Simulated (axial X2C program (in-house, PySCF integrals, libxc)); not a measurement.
# All-electron X2C curves of TeAs

What are the state, bond length, wavenumber and bond energy of TeAs, and what does spin–orbit coupling change?

Method: all-electron X2C, Te dyall-cv3z, As dyall-cv3z; program: an in-house X2C program for linear molecules on PySCF integrals.

All values are calculated.

## Step 1: Input

Contents of task.json:

```json
{
 "zs": [
  52,
  33
 ],
 "q": 0,
 "bas": [
  "dyall-cv3z",
  "dyall-cv3z"
 ],
 "levels": [
  "PBE0",
  "HF",
  "r2SCAN"
 ],
 "cc": true,
 "r0": 2.42,
 "thr": -1.0,
 "nmax": 90,
 "npts": 10,
 "nst": 2,
 "ntry": 6
}
```

Keys: zs atomic numbers; q charge; bas basis sets; levels methods (HF also brings MP2); cc coupled cluster on or off; r0 starting distance in Å; thr threshold in hartree for freezing inner shells (an s shell follows its p shell); nmax most natural virtual spinors; npts points asked for on the curve; nst determinants followed; ntry starts of the search.

Started as:

```console
> python so2c.py task.json out
```

Spin-free means the one-electron spin-free X2C Hamiltonian; two-component (2c) means X2C with spin–orbit coupling and atomic mean-field two-electron Coulomb and Gaunt terms. Basis: Te dyall-cv3z contracted to [11s12p8d4f1g], As dyall-cv3z contracted to [9s9p6d4f1g]; Gaussian nuclei, density fitting. Masses: Te 129.906 u, As 74.922 u.

Notation: σ, π±, δ± give the projection m of an orbital's angular momentum (0, ±1, ±2), α and β its spin, Λ and M_S the sums; ω is the projection of a spinor's total angular momentum and Ω the sum. Logs are in hartree.

The results follow Hamiltonian by Hamiltonian and level by level.

## Step 2: Which state to follow

PBE0 moves the distance from 2.420 Å to 2.352 Å and compares determinants there.

Spin-free determinants:

```tsv
ΔE (eV)	state	open shells
0.00	M_S = 1/2, Λ = 1	beyond closed shells: π+α
1.48	M_S = 3/2, Λ = 1	beyond closed shells: 2 × π+α, π+β, 2 × π-α
2.41	M_S = 3/2, Λ = 0	beyond closed shells: σα, π+α, π-α
2.45	M_S = 1/2, Λ = 3	beyond closed shells: 2 × π+α, 2 × π+β, π-α
2.45	M_S = 1/2, Λ = 1	beyond closed shells: π+α, 2 × π+β, 2 × π-α
2.88	M_S = 1/2, Λ = 0	beyond closed shells: σβ, π+α, π-α
3.28	M_S = 1/2, Λ = 0	beyond closed shells: σα, π+β, π-α
```

Two-component determinants:

```tsv
ΔE (eV)	state	open shells
0.00	Ω = 1/2	excess of +ω over −ω: ω = 1/2
0.33	Ω = 3/2	excess of +ω over −ω: ω = 3/2
1.47	Ω = 5/2	excess of +ω over −ω: ω = -1/2, 2 × ω = 3/2
1.86	Ω = 1/2	excess of +ω over −ω: 2 × ω = -1/2, ω = 3/2
2.17	Ω = 3/2	excess of +ω over −ω: ω = 3/2
2.44	Ω = 7/2	excess of +ω over −ω: ω = 1/2, 2 × ω = 3/2
2.81	Ω = 5/2	excess of +ω over −ω: 2 × ω = 1/2, ω = 3/2
```

## Step 3: PBE0, spin-free

State followed: M_S = 1/2, Λ = 1 (beyond closed shells: π+α). The scan is laid around 2.352 Å, a first estimate of the minimum, and this SCF restarts from the orbitals of the search.

The SCF at the reference distance of 2.352 Å:

```text
spin-free X2C-1e  PBE0
basis functions 227  fitting functions 1219  grid points 5801
iter        total energy     max residual
   1      -9054.061431337     7.16e-05
   2      -9054.061431369     1.83e-05
   3      -9054.061431373     1.63e-05
converged
one-electron -13239.25827968  Coulomb 4060.56856539  exact exchange -64.34953068  xc functional -197.10555969  nuclear repulsion 386.08337327
```

Along the bond, energies from the lowest point:

| R (Å) | E (eV) | μ (D) | HOMO (eV) | LUMO (eV) | iterations |
| --- | --- | --- | --- | --- | --- |
| 2.140 | 0.4968 | -0.26 | -5.14 | -3.43 | 21 |
| 2.211 | 0.1820 | -0.11 | -5.28 | -3.58 | 19 |
| 2.281 | 0.0297 | 0.04 | -5.42 | -3.73 | 17 |
| 2.352 | 0.0000 | 0.19 | -5.55 | -3.87 | 3 |
| 2.434 | 0.0772 | 0.38 | -5.69 | -4.02 | 19 |
| 2.517 | 0.2308 | 0.54 | -5.79 | -4.12 | 18 |
| 2.623 | 0.4812 | 0.68 | -5.88 | -4.17 | 18 |

Dipoles are positive if As is the positive end.

Outer orbitals at the reference distance:

| symmetry | occupied | ε (eV) | atomic character |
| --- | --- | --- | --- |
| σα | yes | -18.93 | 43% As s, 42% Te s, 5% As p |
| σβ | yes | -18.55 | 49% Te s, 35% As s, 7% As p |
| σα | yes | -15.06 | 40% Te s, 37% As s, 10% Te p |
| σβ | yes | -14.39 | 44% As s, 33% Te s, 12% Te p |
| σα | yes | -8.56 | 44% Te p, 44% As p, 6% As s |
| σβ | yes | -8.33 | 44% Te p, 43% As p, 7% As s |
| π+α | yes | -8.18 | 50% Te p, 47% As p |
| π-α | yes | -7.76 | 52% Te p, 44% As p |
| π-β | yes | -7.44 | 67% Te p, 29% As p, 3% As d |
| π+β | yes | -7.44 | 67% Te p, 29% As p, 3% As d |
| π+α | yes | -5.55 | 48% As p, 45% Te p, 4% Te d |
| π-α | no | -3.87 | 50% As p, 42% Te p, 4% Te d |
| π-β | no | -3.16 | 64% As p, 28% Te p, 6% Te d |
| π+β | no | -3.16 | 64% As p, 28% Te p, 6% Te d |
| σα | no | -0.57 | 32% Te p, 29% As p, 17% Te d |

PBE0 fields in the half plane through the axis: z from -2.4 to 4.5 Å across, distance from the axis 0.15 to 2.25 Å upwards; Te lies at z = 0 and As at z = 2.352 Å; the ELF is damped to zero where the density is low.

log10 density (e/bohr³). Ten even steps from ' ' (-4.29 ) to '@' (1.83 ):
```
      ....::::::::::::::::::::::::::........    
    ....::::----------::::::::::::::::::......  
  ....::::----------------------------::::::..  
....::::----========================------::::..
..::::----====++++++====================----::..
..::----====++++**++++++====++++++++++====--::..
..::----==++**######**++++++++**##**++====--::::
..::--====++**%%@@%%**++++++**%%@@##++++==----::
```

ELF. Ten even steps from '0' (0.00 ) to '9' (0.83 ):
```
000013444421111122210000
000245677653222345432100
001467898865444677764200
013579999876556789987420
014789865677777779998631
025798433236774224899751
036885379724861463399852
136884569653842928279862
```

Re = 2.336 Å, ωe = 333 cm⁻¹, ωexe = 1.21 cm⁻¹, Be = 0.065 cm⁻¹, De = 2.86 eV, μ = 0.16 D.

## Step 4: HF, spin-free

Output at 2.352 Å:

```text
spin-free X2C-1e  HF
basis functions 227  fitting functions 1219  grid points 5801
iter        total energy     max residual
   1      -9050.004463715     3.44e-01
   2      -9050.040622570     1.06e-02
   3      -9050.042652524     1.42e-02
   4      -9050.044290472     1.25e-02
   5      -9050.047790545     1.35e-02
   6      -9050.050792545     1.14e-02
   7      -9050.055032477     7.99e-03
   8      -9050.055231432     4.70e-03
   9      -9050.055503617     2.69e-03
  10      -9050.055622133     1.06e-03
  11      -9050.055636216     4.90e-04
  12      -9050.055640631     1.67e-04
  13      -9050.055641208     6.79e-05
  14      -9050.055641284     2.58e-05
  15      -9050.055641303     1.24e-05
  16      -9050.055641307     6.69e-06
  17      -9050.055641308     3.43e-06
  18      -9050.055641308     2.09e-06
converged
one-electron -13238.24512159  Coulomb 4059.72343494  exact exchange -257.61732793  xc functional 0.00000000  nuclear repulsion 386.08337327
```

No constants are quoted: too few points lie around the minimum for a second fit to confirm the first.

## Step 5: r2SCAN, spin-free

Output at 2.352 Å:

```text
spin-free X2C-1e  r2SCAN
basis functions 227  fitting functions 1219  grid points 5801
iter        total energy     max residual
   1      -9054.673076519     2.07e-01
   2      -9054.675682696     1.17e-02
   3      -9054.676334367     4.62e-02
   4      -9054.676508345     2.21e-03
   5      -9054.676541726     9.54e-03
   6      -9054.676556607     1.18e-03
   7      -9054.676557015     4.16e-04
   8      -9054.676557252     2.09e-04
   9      -9054.676557275     2.30e-05
  10      -9054.676557289     8.91e-05
  11      -9054.676557294     4.88e-06
converged
one-electron -13239.02761867  Coulomb 4060.34888291  exact exchange 0.00000000  xc functional -262.08119480  nuclear repulsion 386.08337327
```

Re = 2.347 Å, ωe = 326 cm⁻¹, ωexe = 0.865 cm⁻¹, Be = 0.06441 cm⁻¹, De = 2.90 eV, μ = 0.06 D.

## Step 6: MP2 and beyond, spin-free

Correlated methods: 11 electrons correlated (frozen shells, counted by type: Te 4 s, 3 p, 2 d; As 3 s, 2 p, 1 d), 281 virtual spinors in MP2, 90 natural virtuals in coupled cluster.

Output of the correlated part at 2.352 Å:

```text
correlated 11  virtual 281  natural virtual 90  E(MP2) -0.214073751  MP2 remainder -0.007806511
iter   CCSD correlation   residual
   1     -0.225270808   1.36e-01
   2     -0.234121575   7.39e-02
   3     -0.237942168   5.18e-02
   4     -0.242274346   3.85e-02
   5     -0.243665691   1.55e-02
   6     -0.244068404   6.22e-03
   7     -0.244214389   2.80e-03
   8     -0.244180486   1.33e-03
   9     -0.244188594   6.15e-04
  10     -0.244181714   2.96e-04
  11     -0.244183454   1.57e-04
  12     -0.244184377   7.19e-05
  13     -0.244185127   3.20e-05
  14     -0.244185812   1.25e-05
  15     -0.244186146   5.70e-06
  16     -0.244186363   2.62e-06
  17     -0.244186423   1.35e-06
  18     -0.244186471   8.11e-07
  19     -0.244186489   3.90e-07
(T) -0.015024780  T1 0.1061  D1 0.2581  max T2 0.134
```

T1 in the output is the amplitude norm over the root of the electron number; divide by √2 for the Lee–Taylor value.

MP2: No constants are quoted: the reference is strongly spin-contaminated.

CCSD: Re = 2.355 Å, ωe = 304 cm⁻¹, ωexe = 1.39 cm⁻¹, Be = 0.06396 cm⁻¹, De = 2.19 eV. T1 at Re = 0.075 (Lee–Taylor, the printed value over √2).

CCSD(T): Re = 2.352 Å, ωe = 320 cm⁻¹, ωexe = 1.29 cm⁻¹, Be = 0.06415 cm⁻¹, De = 2.43 eV. T1 at Re = 0.075 (Lee–Taylor, the printed value over √2).

## Step 7: A higher determinant, spin-free

State: M_S = 3/2, Λ = 1 (beyond closed shells: 2 × π+α, π+β, 2 × π-α).

Output at the reference distance:

```text
spin-free X2C-1e  PBE0
basis functions 227  fitting functions 1219  grid points 5801
iter        total energy     max residual
   1      -9054.007165359     3.68e-05
   2      -9054.007165366     1.48e-05
converged
one-electron -13239.17233218  Coulomb 4060.60138811  exact exchange -64.37571700  xc functional -197.14387757  nuclear repulsion 386.08337327
```

| R (Å) | E above the lowest PBE0 point (eV) |
| --- | --- |
| 2.140 | 2.868 |
| 2.211 | 2.234 |
| 2.281 | 1.784 |
| 2.352 | 1.477 |
| 2.434 | 1.259 |
| 2.517 | 1.157 |
| 2.623 | 1.147 |

No constants are quoted: the lowest point is the long end of the scan.

## Step 8: The spin-free curves together

Energy (eV) of the followed determinant, spin-free, from each level's lowest point:

| R (Å) | PBE0 | HF | MP2 (spin-contaminated) | CCSD | CCSD(T) | r2SCAN |
| --- | --- | --- | --- | --- | --- | --- |
| 2.140 | 0.497 | 0.874 | 0.332 | 0.553 | 0.567 | 0.538 |
| 2.211 | 0.182 | 0.487 | 0.130 | 0.219 | 0.225 | 0.210 |
| 2.281 | 0.030 | 0.234 | 0.030 | 0.050 | 0.050 | 0.044 |
| 2.352 | 0.000 | 0.082 | 0.000 | 0.000 | 0.000 | 0.000 |
| 2.434 | 0.077 | 0.003 | 0.031 | 0.044 | 0.053 | 0.062 |
| 2.517 | 0.231 | 0.000 | 0.113 | 0.156 | 0.182 | 0.209 |
| 2.623 | 0.481 | 0.074 | 0.276 | 0.355 | 0.406 | 0.468 |

## Step 9: PBE0, 2c

State followed: Ω = 1/2 (excess of +ω over −ω: ω = 1/2). The scan is laid around 2.352 Å, a first estimate of the minimum, and this SCF restarts from the orbitals of the search.

The SCF at the reference distance of 2.352 Å:

```text
two-component X2C + atomic mean field  PBE0
basis functions 227  fitting functions 1219  grid points 5801
iter        total energy     max residual
   1      -9050.472398631     9.30e-05
   2      -9050.472398632     8.11e-05
   3      -9050.472398706     2.07e-05
   4      -9050.472398709     8.40e-06
converged
one-electron -13229.12107832  Coulomb 4058.73645989  exact exchange -64.31599127  xc functional -197.00569905  nuclear repulsion 386.08337327  atomic mean-field constant -4.84946323
```

Along the bond, energies from the lowest point:

| R (Å) | E (eV) | μ (D) | HOMO (eV) | LUMO (eV) | iterations |
| --- | --- | --- | --- | --- | --- |
| 2.140 | 0.5233 | -0.35 | -5.26 | -3.25 | 22 |
| 2.211 | 0.2008 | -0.21 | -5.41 | -3.40 | 20 |
| 2.281 | 0.0400 | -0.06 | -5.55 | -3.54 | 17 |
| 2.352 | 0.0000 | 0.08 | -5.68 | -3.67 | 4 |
| 2.434 | 0.0620 | 0.24 | -5.81 | -3.80 | 19 |
| 2.517 | 0.1982 | 0.38 | -5.92 | -3.88 | 17 |
| 2.623 | 0.4297 | 0.51 | -6.03 | -3.93 | 16 |

Dipoles are positive if As is the positive end.

Outer spinors at the reference distance:

```tsv
ω	occupied	ε (eV)	atomic character	λ mixture
-1/2	yes	-18.91	44% As s, 42% Te s, 5% As p	100% σ
1/2	yes	-18.52	50% Te s, 34% As s, 7% As p	100% σ
-1/2	yes	-15.02	40% Te s, 37% As s, 10% Te p	100% σ
1/2	yes	-14.35	45% As s, 32% Te s, 13% Te p	100% σ
-1/2	yes	-8.59	47% Te p, 41% As p, 6% As s	95% σ, 5% π
1/2	yes	-8.49	54% Te p, 38% As p, 4% As s	52% π, 48% σ
1/2	yes	-8.17	50% As p, 42% Te p, 4% As s	51% σ, 49% π
-1/2	yes	-7.62	68% Te p, 27% As p, 3% As d	95% π, 5% σ
-3/2	yes	-7.57	49% As p, 47% Te p	100% π
3/2	yes	-7.23	66% Te p, 30% As p, 3% As d	100% π
1/2	yes	-5.68	50% As p, 42% Te p, 4% Te d	99% π, 1% σ
-3/2	no	-3.67	47% Te p, 45% As p, 4% Te d	100% π
-1/2	no	-3.21	68% As p, 23% Te p, 6% Te d	100% π
3/2	no	-2.97	63% As p, 28% Te p, 6% Te d	100% π
-1/2	no	-0.53	32% Te p, 29% As p, 17% Te d	100% σ
```

PBE0 fields in the half plane through the axis: z from -2.4 to 4.5 Å across, distance from the axis 0.15 to 2.25 Å upwards; Te lies at z = 0 and As at z = 2.352 Å; the ELF is damped to zero where the density is low.

log10 density (e/bohr³). Ten even steps from '0' (-4.30 ) to '9' (1.83 ):
```
000112222222222222111100
001122333332222222222110
011223333333333333322211
112233444444444444333221
122334455544444444443321
123344556555445555544322
123445677765555676544322
123445689865556897654332
```

ELF. Ten even steps from '0' (0.00 ) to '9' (0.83 ):
```
000012444321111222210000
000245677653223445542100
001467888865444677765200
013579999876556789987420
014789875677777779998631
025798433236774224899751
036885379734861463399852
136884569653842928279862
```

Re = 2.345 Å, ωe = 322 cm⁻¹, ωexe = 1.28 cm⁻¹, Be = 0.06453 cm⁻¹, De = 2.78 eV, μ = 0.07 D.

## Step 10: HF, 2c

The SCF at the reference distance of 2.352 Å:

```text
two-component X2C + atomic mean field  HF
basis functions 227  fitting functions 1219  grid points 5801
iter        total energy     max residual
   1      -9046.414673485     3.98e-01
   2      -9046.451200390     1.06e-02
   3      -9046.453934544     2.00e-02
   4      -9046.457051440     2.12e-02
   5      -9046.459804518     2.08e-02
   6      -9046.462830674     9.17e-03
   7      -9046.464893897     6.81e-03
   8      -9046.465174653     2.29e-03
   9      -9046.465212007     7.37e-04
  10      -9046.465227839     6.06e-04
  11      -9046.465229664     2.06e-04
  12      -9046.465230531     8.63e-05
  13      -9046.465230721     7.27e-05
  14      -9046.465230769     2.04e-05
  15      -9046.465230780     8.69e-06
  16      -9046.465230782     5.94e-06
  17      -9046.465230782     1.52e-06
converged
one-electron -13228.12883858  Coulomb 4057.90827445  exact exchange -257.47857669  xc functional 0.00000000  nuclear repulsion 386.08337327  atomic mean-field constant -4.84946323
```

No constants are quoted: too few points lie around the minimum for a second fit to confirm the first.

## Step 11: r2SCAN, 2c

The SCF at the reference distance of 2.352 Å:

```text
two-component X2C + atomic mean field  r2SCAN
basis functions 227  fitting functions 1219  grid points 5801
iter        total energy     max residual
   1      -9051.076191078     2.10e-01
   2      -9051.079128523     1.02e-02
   3      -9051.079611758     3.81e-02
   4      -9051.079745689     2.13e-03
   5      -9051.079779138     8.47e-03
   6      -9051.079791280     8.19e-04
   7      -9051.079792038     6.45e-04
   8      -9051.079792485     2.20e-04
   9      -9051.079792614     1.90e-04
  10      -9051.079792633     4.00e-05
  11      -9051.079792641     2.81e-06
converged
one-electron -13228.87236747  Coulomb 4058.49766905  exact exchange 0.00000000  xc functional -261.93900426  nuclear repulsion 386.08337327  atomic mean-field constant -4.84946323
```

Re = 2.353 Å, ωe = 320 cm⁻¹, ωexe = 0.934 cm⁻¹, Be = 0.06406 cm⁻¹, De = 2.99 eV, μ = -0.01 D.

## Step 12: Correlated methods, 2c

Correlated methods: 11 electrons correlated (frozen shells, counted by type: Te 4 s, 3 p, 2 d; As 3 s, 2 p, 1 d), 281 virtual spinors in MP2, 90 natural virtuals in coupled cluster.

Output of the correlated part at 2.352 Å:

```text
correlated 11  virtual 281  natural virtual 90  E(MP2) -0.213005186  MP2 remainder -0.007809302
iter   CCSD correlation   residual
   1     -0.224262792   1.34e-01
   2     -0.232985468   7.13e-02
   3     -0.236538117   4.90e-02
   4     -0.240344105   3.59e-02
   5     -0.241523981   1.38e-02
   6     -0.241816685   5.08e-03
   7     -0.241916514   2.13e-03
   8     -0.241893360   9.56e-04
   9     -0.241896757   4.24e-04
  10     -0.241894707   1.95e-04
  11     -0.241895618   1.02e-04
  12     -0.241896014   4.85e-05
  13     -0.241896312   2.26e-05
  14     -0.241896792   8.84e-06
  15     -0.241897028   4.20e-06
  16     -0.241897171   1.94e-06
  17     -0.241897203   9.27e-07
  18     -0.241897220   5.11e-07
(T) -0.014341393  T1 0.0980  D1 0.2365  max T2 0.130
```

MP2: No constants are quoted: the reference is strongly spin-contaminated.

CCSD: Re = 2.367 Å, ωe = 294.3 cm⁻¹, ωexe = 1.31 cm⁻¹, Be = 0.06333 cm⁻¹, De = 2.07 eV. T1 at Re = 0.069 (Lee–Taylor, the printed value over √2).

CCSD(T): Re = 2.362 Å, ωe = 309 cm⁻¹, ωexe = 1.29 cm⁻¹, Be = 0.06362 cm⁻¹, De = 2.30 eV. T1 at Re = 0.069 (Lee–Taylor, the printed value over √2).

## Step 13: A higher determinant, 2c

State: Ω = 3/2 (excess of +ω over −ω: ω = 3/2).

Output at the reference distance:

```text
two-component X2C + atomic mean field  PBE0
basis functions 227  fitting functions 1219  grid points 5801
iter        total energy     max residual
   1      -9050.460307510     8.17e-05
   2      -9050.460307519     3.59e-05
   3      -9050.460307535     2.09e-05
   4      -9050.460307537     9.71e-06
converged
one-electron -13228.88112404  Coulomb 4058.49975677  exact exchange -64.31313339  xc functional -196.99971691  nuclear repulsion 386.08337327  atomic mean-field constant -4.84946323
```

| R (Å) | E above the lowest PBE0 point (eV) |
| --- | --- |
| 2.140 | 0.834 |
| 2.211 | 0.516 |
| 2.281 | 0.361 |
| 2.352 | 0.329 |
| 2.434 | 0.407 |
| 2.517 | 0.569 |
| 2.623 | 0.834 |

Re = 2.338 Å, ωe = 336 cm⁻¹, ωexe = 0.906 cm⁻¹, Be = 0.0649 cm⁻¹, μ = 0.18 D. Te = 0.33 eV.

## Step 14: The 2c curves together

Energy (eV) of the followed determinant, 2c, from each level's lowest point:

| R (Å) | PBE0 | HF | MP2 (spin-contaminated) | CCSD | CCSD(T) | r2SCAN |
| --- | --- | --- | --- | --- | --- | --- |
| 2.140 | 0.523 | 0.914 | 0.412 | 0.588 | 0.596 | 0.559 |
| 2.211 | 0.201 | 0.514 | 0.170 | 0.244 | 0.245 | 0.224 |
| 2.281 | 0.040 | 0.251 | 0.045 | 0.063 | 0.061 | 0.051 |
| 2.352 | 0.000 | 0.093 | 0.000 | 0.000 | 0.000 | 0.000 |
| 2.434 | 0.062 | 0.007 | 0.019 | 0.029 | 0.038 | 0.052 |
| 2.517 | 0.198 | 0.000 | 0.094 | 0.127 | 0.152 | 0.185 |
| 2.623 | 0.430 | 0.069 | 0.251 | 0.311 | 0.357 | 0.427 |

The whole job took 3.5 min on 1 thread of AMD EPYC 7R43 (Zen 3), shared host; peak memory 0.77 GiB.

## Step 15: What came out

Lowest determinant that the search found at its distance, spin-free: M_S = 1/2, Λ = 1 (beyond closed shells: π+α).

Lowest determinant that the search found at its distance, 2c: Ω = 1/2 (excess of +ω over −ω: ω = 1/2).

```csv
Hamiltonian,level,Re (Å),ωe (cm⁻¹),De (eV),μ (D)
spin-free,PBE0,2.336,333,2.86,0.16
spin-free,CCSD,2.355,304,2.19,n/a
spin-free,CCSD(T),2.352,320,2.43,n/a
spin-free,r2SCAN,2.347,326,2.90,0.06
2c,PBE0,2.345,322,2.78,0.07
2c,CCSD,2.367,294.3,2.07,n/a
2c,CCSD(T),2.362,309,2.30,n/a
2c,r2SCAN,2.353,320,2.99,-0.01
```

Dipoles are positive if As is the positive end. No constants: spin-free HF (too few points lie around the minimum for a second fit to confirm the first); spin-free MP2 (the reference is strongly spin-contaminated); 2c HF (too few points lie around the minimum for a second fit to confirm the first); 2c MP2 (the reference is strongly spin-contaminated).

Time per point (s) on 1 thread of AMD EPYC 7R43 (Zen 3), shared host (2c runs; CCSD comes with the CCSD(T) run); the times are rough: PBE0 1.5, CCSD(T) 6.1, r2SCAN 1.2.

**Reading.** At CCSD(T), going from spin-free to two-component changes Re by +10 mÅ, ωe by -3.4 %, so spin–orbit coupling matters for this bond. De moves by -0.13 eV; both De rest on single-determinant atoms, which can miss part of an open shell's spin–orbit lowering.

De refers to Te + As, each in the lowest determinant found, which need not be this curve's own limit. Each curve is one determinant whose occupation by symmetry is held fixed; it was picked as the lowest of a PBE0 search that is not exhaustive. Dissociation energies refer to the lowest single-determinant-based atoms at the same level and basis. Density functionals use the spin component along the axis (collinear). Coupled cluster ran in a truncated set of natural virtual spinors; the MP2 energy of the rest was added. The meta-GGAs lack a current-density term, which matters for open shells with orbital currents, atoms included. The spin-free determinant is spin-contaminated at some levels. With the outer-core shells frozen, correlated bond lengths of heavy atoms tend to come out a few hundredths of an ångström too long. T1 at Re is 0.075 (Lee–Taylor), above the customary mark of 0.02.
